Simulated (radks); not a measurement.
# Ge³⁺ in [Ar] 3d10 4s1: an all-electron calculation

One table from this session's results is given with a row withheld; the runs are named, their logs left out.

Program: radks (a radial shooting solver on a logarithmic mesh, Libxc functionals) version 1. Level of theory: Dirac Kohn-Sham, HCTH/407, spin-unpolarised, spherical densities, finite nucleus. These are calculated values, not measurements, unless marked.

### The system

```
element            : germanium (Z = 32)
charge             : +3
electrons          : 29
configuration      : [Ar] 3d10 4s1
nuclear rms radius : 4.0742 fm
```

The outer shells:

Ge³⁺
```
[Ar] core
3d [↑↓][↑↓][↑↓][↑↓][↑↓]
4s [↑ ]
```

Set-up of the first run:

Input:

```text
Z 32
configuration [Ar] 3d10 4s1
relativity Dirac
functional hcth_407
spin unpolarised
j_filling energy
nucleus finite rms 4.0742 fm
c 137.035999084
```

One table of the session follows, with a row left open; its other results are not shown here.

It belongs to the step «Shells». From the orbitals of this run (lengths in bohr):

```
level      <r>  outermost maximum (interpolated)  90 % within  nodes
1s1/2  0.04703                            0.0307       0.0841      0
2s1/2   0.2098                             0.176        0.325      1
2p1/2   0.1811                             0.139        0.297      0
2p3/2   0.1847                             0.142        0.301      0
3s1/2        ?                                 ?            ?      ?
3p1/2   0.6380                             0.537        0.980      1
3p3/2   0.6484                             0.546        0.996      1
3d3/2   0.7155                             0.501         1.20      0
3d5/2   0.7202                             0.503         1.21      0
4s1/2    1.858                              1.62         2.74      3
```

**Question.** Estimate the row for 3s1/2.

**Answer.** <r>: 0.6234; outermost maximum (interpolated): 0.543; 90 % within: 0.932; nodes: 2. In the column «<r>» it lies between 2s1/2 (0.2098) and 3p1/2 (0.6380).

Caveats from the session: Spin polarisation and multiplet splitting are left out.
